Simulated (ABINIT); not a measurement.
AgRh:

```
CELL_PARAMETERS angstrom
2.77759 0.00000 0.00000
-1.38879 2.40546 0.00000
0.00000 0.00000 4.80860
ATOMIC_POSITIONS crystal
Ag 0.00000 0.00000 0.50000
Rh 0.66667 0.33333 0.00000
```

The cell comes from a database or a generator and needn't be the stable form of this composition.

Base run:

- Program: ABINIT 10.8.3 (patched build)
- Functional: revPBE
- Potentials or basis: JTH PAW PBE v2.0
- Cutoff: 544 eV
- k mesh: 11 × 11 × 6
- Occupations: fermi-dirac, width 0.05 eV
- Spin: no spin polarisation

Its results: band gap on the k mesh none (metal or under the smearing width); pressure 0.7 GPa.

Question: After a change of settings the same cell gave: band gap on the k mesh none (metal or under the smearing width); pressure -8.2 GPa. Which change was it?
A. functional from revPBE to LDA
B. functional from revPBE to PW91
C. functional from revPBE to SCAN
D. functional from revPBE to BLYP

Answer: C.

Caveats: the PAW data sets were made with another functional, which shifts forces and pressure a little.

Runs at the PBE level aren't shown here.
